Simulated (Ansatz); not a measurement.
# C2H9AlS: the cost of one run

All numbers below are computed with Ansatz 0.2.0 (UKS BLYP-D4/6-31G).

## Step 1: The system as given

Bond lengths: Al1–C3 1.980 Å, Al1–C4 1.975 Å, Al1–S6 2.638 Å, C3–H7 1.098 Å, C3–H8 1.096 Å, C3–H9 1.094 Å, C4–H10 1.095 Å, C4–H11 1.097 Å, C4–H12 1.098 Å, S6–H13 1.329 Å. Angles (14 of 16 angles, heavy atoms first): C3–Al1–C4 142.7°, C3–Al1–S6 105.8°, C4–Al1–S6 105.3°, Al1–C3–H7 109.8°, Al1–C3–H8 114.0°, Al1–C3–H9 112.6°, Al1–C4–H10 115.1°, Al1–C4–H11 111.6°, Al1–C4–H12 109.2°, Al1–S6–H13 91.3°, H7–C3–H8 106.7°, H7–C3–H9 106.7°, H8–C3–H9 106.7°, H10–C4–H11 107.1°.

As a file:

```xyz
13

Al   -0.0766   -0.1819   -0.1159
H     1.6662    0.5054   -0.8290
C     0.4105   -1.0624    1.5892
C    -1.2483   -0.3579   -1.6962
H     1.2666    1.3336   -0.4871
S     0.0915    2.4111    0.3416
H     1.4214   -0.7569    1.8897
H    -0.2548   -0.8154    2.4238
H     0.4222   -2.1538    1.5097
H    -1.7479   -1.3268   -1.7988
H    -2.0299    0.4111   -1.7072
H    -0.6524   -0.2033   -2.6059
H     0.7315    2.1972    1.4860
```

## Step 2: Run 1

150 steps of 0.5 fs at constant energy, with velocities drawn for 1000 K.

Contents of input.yaml:

```yaml
crystal:
  periodic: [false, false, false]
  atoms:
    - { symbol: Al, position_ang: [-0.0766, -0.1819, -0.1159] }
    - { symbol: H, position_ang: [1.6662, 0.5054, -0.829] }
    - { symbol: C, position_ang: [0.4105, -1.0624, 1.5892] }
    - { symbol: C, position_ang: [-1.2483, -0.3579, -1.6962] }
    - { symbol: H, position_ang: [1.2666, 1.3336, -0.4871] }
    - { symbol: S, position_ang: [0.0915, 2.4111, 0.3416] }
    - { symbol: H, position_ang: [1.4214, -0.7569, 1.8897] }
    - { symbol: H, position_ang: [-0.2548, -0.8154, 2.4238] }
    - { symbol: H, position_ang: [0.4222, -2.1538, 1.5097] }
    - { symbol: H, position_ang: [-1.7479, -1.3268, -1.7988] }
    - { symbol: H, position_ang: [-2.0299, 0.4111, -1.7072] }
    - { symbol: H, position_ang: [-0.6524, -0.2033, -2.6059] }
    - { symbol: H, position_ang: [0.7315, 2.1972, 1.486] }
magnetization:
  spin_polarized: true
basis:
  gaussian: { orbitals: "6-31G" }
hamiltonian:
  xc: blyp
  dispersion: d4
md:
  timestep: 0.5
  n_steps: 150
  ensemble: nve
  temperature: 1000.0
  initial_velocities: maxwell_boltzmann
  seed: 686179
```

Launch:

```
$ ansatz run input.yaml --threads 1 --pin off --max-ram 2048MiB --backend cpu --events-out ev --progress --plain --runs-dir out
```

What time and memory should one allow on 1 thread of Arm Neoverse N1, shared host?

About 19 min, with a peak of 0.14 GiB.
